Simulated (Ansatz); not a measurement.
**Si4H10F2 (built from SMILES F.F[Si]([SiH3])([SiH3])[SiH3]): a reaction path by the nudged elastic band**

What path joins these two structures, and how high does it climb? Both ends were relaxed at PBE0-D4 in triple zeta. A second band with other settings follows.

The runs use Ansatz 0.2.0, Gaussian basis; PBE0-D4/def2-SVP.

23 further runs of the same task are left out: 1 that didn't finish, 22 set aside as unsound or not needed.

### Step 1. The system as given

The first end: 16 atoms, charge 0, spin multiplicity 1.

Atoms are counted from 1 here; the program's logs count them from 0.

Bond lengths: Si1–Si2 2.353 Å, Si1–Si3 2.354 Å, Si1–Si4 2.354 Å, Si1–F5 1.622 Å, Si2–H8 1.504 Å, Si2–H9 1.486 Å, Si2–H10 1.486 Å, Si3–H11 1.487 Å, Si3–H12 1.488 Å, Si3–H13 1.485 Å, Si4–H14 1.488 Å, Si4–H15 1.485 Å, Si4–H16 1.487 Å, H6–F7 0.930 Å. Angles: Si2–Si1–Si3 109.6°, Si2–Si1–Si4 109.6°, Si2–Si1–F5 106.3°, Si3–Si1–Si4 114.2°, Si3–Si1–F5 108.4°, Si4–Si1–F5 108.4°, Si1–Si2–H8 108.8°, Si1–Si2–H9 112.8°, Si1–Si2–H10 112.8°, H8–Si2–H9 106.2°, H8–Si2–H10 106.2°, H9–Si2–H10 109.5°, Si1–Si3–H11 110.1°, Si1–Si3–H12 108.3°, Si1–Si3–H13 111.2°, H11–Si3–H12 108.6°, H11–Si3–H13 109.3°, H12–Si3–H13 109.3° and more.

Geometry (Å):

```xyz
16
charge 0, multiplicity 1
Si   -0.6980    0.1328   -0.5684
Si   -0.9576    1.2814    1.4684
Si   -0.6534   -2.1862   -0.1689
Si    1.1936    0.9529   -1.7036
F    -2.0131    0.4735   -1.4540
H     1.4321   -0.0381    1.6459
F     1.8349   -0.5857    1.0110
H     0.2371    1.0033    2.3381
H    -1.0104    2.7567    1.2952
H    -2.1457    0.8284    2.2381
H    -0.5512   -2.4512    1.2909
H    -1.9272   -2.7719   -0.6688
H     0.4893   -2.8300   -0.8651
H     0.7295    1.7441   -2.8758
H     2.0620   -0.1564   -2.1729
H     1.9781    1.8462   -0.8101
```

The second end:

```xyz
16

Si    0.3968   -0.5213   -0.5415
Si   -0.9357    1.9907    2.8888
Si   -0.4922   -2.6709   -0.8773
Si    1.3708    0.5338   -2.4020
F    -0.7742    0.4230    0.0129
H     0.3222    1.2044    2.8533
F     1.4896   -0.6015    0.6248
H    -1.0247    2.7094    4.1874
H    -0.9412    2.9826    1.7849
H    -2.1020    1.0826    2.7565
H    -1.0720   -3.1972    0.3857
H    -1.5475   -2.5977   -1.9221
H     0.5918   -3.5737   -1.3469
H     0.3468    0.6648   -3.4721
H     2.4895   -0.3075   -2.9033
H     1.8819    1.8785   -2.0292
```

### Step 2. The band at PBE0-D4/def2-SVP

neb/in.yaml reads:

```yaml
crystal:
  periodic: [false, false, false]
  atoms:
    - {symbol: Si, position_ang: [-0.697952, 0.132759, -0.568385]}
    - {symbol: Si, position_ang: [-0.957554, 1.281443, 1.468446]}
    - {symbol: Si, position_ang: [-0.653433, -2.186223, -0.168938]}
    - {symbol: Si, position_ang: [1.193567, 0.952918, -1.703601]}
    - {symbol: F, position_ang: [-2.013068, 0.473541, -1.454021]}
    - {symbol: H, position_ang: [1.432138, -0.038105, 1.645940]}
    - {symbol: F, position_ang: [1.834936, -0.585705, 1.011001]}
    - {symbol: H, position_ang: [0.237070, 1.003327, 2.338099]}
    - {symbol: H, position_ang: [-1.010359, 2.756742, 1.295222]}
    - {symbol: H, position_ang: [-2.145689, 0.828357, 2.238086]}
    - {symbol: H, position_ang: [-0.551218, -2.451198, 1.290876]}
    - {symbol: H, position_ang: [-1.927245, -2.771910, -0.668806]}
    - {symbol: H, position_ang: [0.489313, -2.829997, -0.865118]}
    - {symbol: H, position_ang: [0.729486, 1.744138, -2.875817]}
    - {symbol: H, position_ang: [2.062045, -0.156352, -2.172912]}
    - {symbol: H, position_ang: [1.978062, 1.846167, -0.810073]}
basis:
  gaussian: {orbitals: def2-SVP}
hamiltonian: {xc: pbe0, dispersion: d4}
neb:
  images: 5
  climbing: true
  max_iterations: 40
  initial_path: idpp
  final_atoms:
    - {symbol: Si, position_ang: [0.396818, -0.521326, -0.541484]}
    - {symbol: Si, position_ang: [-0.935689, 1.990698, 2.888833]}
    - {symbol: Si, position_ang: [-0.492204, -2.670864, -0.877302]}
    - {symbol: Si, position_ang: [1.370759, 0.533830, -2.402040]}
    - {symbol: F, position_ang: [-0.774173, 0.423026, 0.012875]}
    - {symbol: H, position_ang: [0.322232, 1.204379, 2.853340]}
    - {symbol: F, position_ang: [1.489569, -0.601486, 0.624832]}
    - {symbol: H, position_ang: [-1.024668, 2.709362, 4.187381]}
    - {symbol: H, position_ang: [-0.941192, 2.982579, 1.784879]}
    - {symbol: H, position_ang: [-2.101975, 1.082615, 2.756526]}
    - {symbol: H, position_ang: [-1.071983, -3.197173, 0.385720]}
    - {symbol: H, position_ang: [-1.547517, -2.597702, -1.922134]}
    - {symbol: H, position_ang: [0.591847, -3.573718, -1.346851]}
    - {symbol: H, position_ang: [0.346819, 0.664768, -3.472137]}
    - {symbol: H, position_ang: [2.489545, -0.307541, -2.903287]}
    - {symbol: H, position_ang: [1.881911, 1.878454, -2.029152]}
```

On the command line:

```
ansatz run in.yaml --threads 2 --pin off --events-out ev --progress --plain --max-ram 32768MiB --backend cpu
```

Log, cut to the lines that bear on the results:

```text
Functional definition: PBE0
  name "PBE0"
  cite "Adamo & Barone, J. Chem. Phys. 110, 6158 (1999) doi:10.1063/1.478522"
  cite "Perdew, Burke & Ernzerhof, Phys. Rev. Lett. 77, 3865 (1996) doi:10.1103/PhysRevLett.77.3865"
  parent pbe
[...]
1530 factors; integrals over basis functions are off by at most 3.4e-4 eV
[...]
mean field -37075.30794330 eV, -1362.4924363699 hartree, gradient 3.0e-5 eV, S^2 0.000000; 0 other end points of the search recorded, 0 dependent functions left out
[...]
reference -37075.30797763 eV, -1362.4924376316 hartree; 42, 42 occupied and 108, 108 virtual orbitals, 1530 factors
[... from here to the last solve, the lines of the solves are left out (137 solves) ...]
WARN: NEB end point (image 0): max|allowed force component| = 6.615e-1 eV/Å (the criterion of neb.relax_end_points is 1.000e-2). That is over neb.f_tol: it is no minimum, so the barrier can be far off. Relax it first
WARN: NEB end point (image 6): max|allowed force component| = 1.021e0 eV/Å (the criterion of neb.relax_end_points is 1.000e-2). That is over neb.f_tol: it is no minimum, so the barrier can be far off. Relax it first
NEB iter   1: max|band force component| = 4.079e0 eV/Å  barrier→ = 4.6359 eV  barrier← = 5.6682 eV  Δτ_max = 0.2000 Å  (185 SCF iters)
[...]
NEB iter   6: max|band force component| = 9.578e-1 eV/Å  barrier→ = 0.8179 eV  barrier← = 1.8502 eV  Δτ_max = 0.2000 Å  (138 SCF iters)
[...]
NEB iter  11: max|band force component| = 1.114e0 eV/Å  barrier→ = 1.5184 eV  barrier← = 2.5506 eV  CI = image 2  Δτ_max = 0.0503 Å  (132 SCF iters)
[...]
Total energy: -37074.32348665 eV, -1362.4562582555 hartree
Atom 0 at    -0.163062    -0.079291    -0.354865 Å, force    -0.022795     0.015762    -0.000486 eV/Å
Atom 1 at    -0.628880     1.263111     1.824727 Å, force    -0.005654     0.000729    -0.005782 eV/Å
Atom 2 at    -0.711954    -2.343241    -0.230972 Å, force    -0.002352    -0.003871     0.004679 eV/Å
Atom 3 at     1.253192     1.002491    -1.860205 Å, force     0.003072     0.004606    -0.000893 eV/Å
Atom 4 at    -1.642601     0.657478    -0.625851 Å, force     0.018589    -0.009997     0.003624 eV/Å
Atom 5 at     0.636450     0.199373     1.179170 Å, force    -0.001321     0.003899     0.006613 eV/Å
Atom 6 at     1.495076    -0.553078     0.673102 Å, force     0.004118    -0.003960    -0.003102 eV/Å
Atom 7 at     0.225440     1.361306     3.049617 Å, force     0.000231     0.000557     0.001983 eV/Å
Atom 8 at    -0.770843     2.606665     1.204092 Å, force     0.000858    -0.001838     0.000287 eV/Å
Atom 9 at    -1.932410     0.637974     2.171582 Å, force     0.001341    -0.000644    -0.000391 eV/Å
Atom 10 at    -1.049630    -2.654480     1.191846 Å, force     0.001683    -0.001033    -0.001005 eV/Å
Atom 11 at    -1.885396    -2.669106    -1.094920 Å, force    -0.001368     0.001484    -0.000721 eV/Å
Atom 12 at     0.473583    -3.149359    -0.643422 Å, force     0.001250    -0.002217    -0.001815 eV/Å
Atom 13 at     0.521180     1.429996    -3.089486 Å, force    -0.001769    -0.000274     0.000975 eV/Å
Atom 14 at     2.369764     0.080125    -2.217711 Å, force     0.003040    -0.001558    -0.003153 eV/Å
Atom 15 at     1.810190     2.209936    -1.176706 Å, force     0.001078    -0.001646    -0.000813 eV/Å
Dipole moment:    -0.030932     0.065548     0.096933 e Å
```

It took 12 min on 2 threads of AMD EPYC 7R13, shared host.

The last band:

```
image  path (Å)  energy (kJ/mol)  Si1–F7 (Å)  Si2–H6 (Å)  Si1–Si2 (Å)  H6–F7 (Å)
    0      0.00              0.0        3.07        2.74         2.35       0.93
    1      1.23             11.3        2.64        2.37         2.36       0.94
    2      2.47            132.7        2.01        1.77         2.60       1.25
    3      3.67            -11.7        1.68        1.48         3.31       1.90
    4      4.88            -79.2        1.64        1.48         3.83       2.19
    5      6.08            -99.7        1.63        1.49         4.10       2.54
    6      7.29            -99.6        1.60        1.48         4.46       3.10
```

The highest image, 2:

```xyz
16

Si   -0.1631   -0.0793   -0.3549
Si   -0.6289    1.2631    1.8247
Si   -0.7120   -2.3432   -0.2310
Si    1.2532    1.0025   -1.8602
F    -1.6426    0.6575   -0.6259
H     0.6364    0.1994    1.1792
F     1.4951   -0.5531    0.6731
H     0.2254    1.3613    3.0496
H    -0.7708    2.6067    1.2041
H    -1.9324    0.6380    2.1716
H    -1.0496   -2.6545    1.1918
H    -1.8854   -2.6691   -1.0949
H     0.4736   -3.1494   -0.6434
H     0.5212    1.4300   -3.0895
H     2.3698    0.0801   -2.2177
H     1.8102    2.2099   -1.1767
```

### Step 3. The band at SPW92/def2-SVP, other settings

neb/in.yaml: that of step 2 with these lines changed.

```diff
@@ -21,5 +21,5 @@
   gaussian: {orbitals: def2-SVP}
-hamiltonian: {xc: pbe0, dispersion: d4}
+hamiltonian: {xc: lda}
 neb:
-  images: 5
+  images: 3
   climbing: true
@@ -27,2 +27,3 @@
   initial_path: idpp
+  f_tol: 0.02
   final_atoms:
```

On the command line:

```
ansatz run in.yaml --threads 2 --pin off --events-out ev --progress --plain --max-ram 32768MiB --backend cpu
```

Log, cut to the lines that bear on the results:

```text
Functional definition: SPW92
  name "SPW92"
  cite "Dirac, Proc. Camb. Phil. Soc. 26, 376 (1930) doi:10.1017/S0305004100016108"
  cite "Slater, Phys. Rev. 81, 385 (1951) doi:10.1103/PhysRev.81.385"
  cite "Perdew & Wang, Phys. Rev. B 45, 13244 (1992) doi:10.1103/PhysRevB.45.13244"
[...]
1660 factors; their error is unknown
[...]
mean field -36930.35741965 eV, -1357.1656028769 hartree, gradient 4.8e-5 eV, S^2 0.000000; 0 other end points of the search recorded, 0 dependent functions left out
[...]
reference -36930.35746307 eV, -1357.1656044726 hartree; 42, 42 occupied and 108, 108 virtual orbitals, 1660 factors
[... from here to the last solve, the lines of the solves are left out (114 solves) ...]
WARN: NEB end point (image 0): max|allowed force component| = 8.331e-1 eV/Å (the criterion of neb.relax_end_points is 1.000e-2). That is over neb.f_tol: it is no minimum, so the barrier can be far off. Relax it first
[...]
WARN: NEB end point (image 4): max|allowed force component| = 1.052e0 eV/Å (the criterion of neb.relax_end_points is 1.000e-2). That is over neb.f_tol: it is no minimum, so the barrier can be far off. Relax it first
[...]
Atom 4 at    -1.624453     0.642788    -0.639014 Å, force     0.012576    -0.006151     0.002767 eV/Å
Atom 5 at     0.644388     0.207074     1.200144 Å, force    -0.016871     0.013168     0.006575 eV/Å
Atom 6 at     1.482597    -0.550210     0.657005 Å, force     0.018042    -0.012827    -0.004439 eV/Å
Atom 7 at     0.147810     1.395045     3.038041 Å, force    -0.000626    -0.000072    -0.000971 eV/Å
Atom 8 at    -0.810368     2.603470     1.128509 Å, force    -0.000467     0.000170    -0.000147 eV/Å
Atom 9 at    -1.980822     0.611763     2.099923 Å, force    -0.000464     0.000110    -0.000141 eV/Å
Atom 10 at    -1.051347    -2.616517     1.225747 Å, force     0.001274    -0.001278    -0.000240 eV/Å
Atom 11 at    -1.862791    -2.703997    -1.086584 Å, force    -0.000437    -0.001620     0.000271 eV/Å
Atom 12 at     0.513722    -3.159708    -0.577758 Å, force     0.001255     0.001893    -0.001398 eV/Å
Atom 13 at     0.562318     1.422979    -3.101997 Å, force     0.001041     0.000945    -0.000922 eV/Å
Atom 14 at     2.425859     0.094774    -2.165223 Å, force    -0.001176    -0.002286     0.000585 eV/Å
Atom 15 at     1.791483     2.225291    -1.137742 Å, force     0.001627    -0.000778    -0.000455 eV/Å
Dipole moment:    -0.006505     0.048206     0.091040 e Å
```

It took 4 min on 2 threads of AMD EPYC 7R13, shared host.

The last band:

| image | path (Å) | energy (kJ/mol) | Si1–F7 (Å) | Si2–H6 (Å) | Si1–Si2 (Å) | H6–F7 (Å) |
| --- | --- | --- | --- | --- | --- | --- |
| 0 | 0.00 | 0.0 | 3.07 | 2.74 | 2.35 | 0.93 |
| 1 | 2.18 | 78.9 | 1.97 | 1.78 | 2.58 | 1.25 |
| 2 | 3.78 | -55.9 | 1.65 | 1.49 | 3.49 | 1.93 |
| 3 | 5.37 | -95.0 | 1.63 | 1.50 | 3.90 | 2.32 |
| 4 | 6.97 | -88.4 | 1.60 | 1.48 | 4.46 | 3.10 |

The highest image, 1:

```
Si   -0.1451   -0.0900   -0.3593
Si   -0.6682    1.2574    1.7726
Si   -0.6931   -2.3395   -0.2124
Si    1.2681    0.9992   -1.8420
F    -1.6245    0.6428   -0.6390
H     0.6444    0.2071    1.2001
F     1.4826   -0.5502    0.6570
H     0.1478    1.3950    3.0380
H    -0.8104    2.6035    1.1285
H    -1.9808    0.6118    2.0999
H    -1.0513   -2.6165    1.2257
H    -1.8628   -2.7040   -1.0866
H     0.5137   -3.1597   -0.5778
H     0.5623    1.4230   -3.1020
H     2.4259    0.0948   -2.1652
H     1.7915    2.2253   -1.1377
```

### Step 4. Results

| quantity | value |
| --- | --- |
| PBE0-D4/def2-SVP, 20 iterations | highest 132.7 kJ/mol (image 2), last end -99.6 kJ/mol |
| SPW92/def2-SVP, 27 iterations | highest 78.9 kJ/mol (image 1), last end -88.4 kJ/mol |
| from earlier runs: barrier over the separately found saddle, CCSD(T)/def2-TZVPP | 152.8 kJ/mol |

What this shows: The highest image lies 132.7 kJ/mol above the first end, and it climbed, so it estimates the saddle. The ends are not quite minima at this level (largest force component 1.02 eV/Å), so the heights are unreliable: relaxing the first end would lower it and raise the barrier above it. The highest image is 20.1 kJ/mol below the CCSD(T) barrier in triple zeta, which comes from separate runs on the saddle. The second band's highest image lies at 78.9 kJ/mol; the levels differ.
